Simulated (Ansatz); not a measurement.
HfMoC2:

```xyz
4
Lattice="3.1914 0.0000 0.0000 0.0000 3.1914 0.0000 0.0000 0.0000 4.4852" Properties=species:S:1:pos:R:3 pbc="T T T"
Hf    0.0000    0.0000    0.0000
Mo    1.5957    1.5957    2.2426
C     1.5957    1.5957    0.0000
C     0.0000    0.0000    2.2426
```

The cell comes from a database or a generator and needn't be the stable form of this composition.

- Program: Ansatz 0.2.0
- Task: relaxation of cell and atoms
- Functional: PBE0
- Potentials or basis: Ansatz PAW
- Cutoff: 420 eV (not typed: the program's choice for these potentials)
- k mesh: 6 × 6 × 4
- Occupations: fermi-dirac, width 0.05 eV
- Spin: no spin polarisation

At the start: volume 11.42 Å³/atom.

Question: Where does the relaxation end?

Answer: It ends after 5 steps and the volume is 11.17 Å³/atom (-2.2 %); space group P4/mmm (No. 123, to 0.05 Å).

Step by step:
```csv
step,energy change (eV),largest force (eV/Å),volume (Å³)
1,0.0000,0.0000,45.68
2,-0.0196,0.0000,44.12
3,-0.0259,0.0000,44.71
4,-0.0260,0.0000,44.70
5,-0.0245,0.0000,44.70
```

Final structure:
```yaml
crystal:
  lattice:
    - [3.15886, 0.00000, 0.00000]
    - [0.00000, 3.15886, 0.00000]
    - [0.00000, 0.00000, 4.47962]
  atoms:
    - { symbol: Hf, position: [0.00000, 0.00000, 0.00000] }
    - { symbol: Mo, position: [0.50000, 0.50000, 0.50000] }
    - { symbol: C, position: [0.50000, 0.50000, 0.00000] }
    - { symbol: C, position: [0.00000, 0.00000, 0.50000] }
```

Caveat: the plane-wave basis is chosen anew once the cell has moved, so the energies of steps on either side of that aren't comparable; the PAW data sets come from PBE, with cores solved anew for the run's functional, which leaves a small shift of forces and pressure.
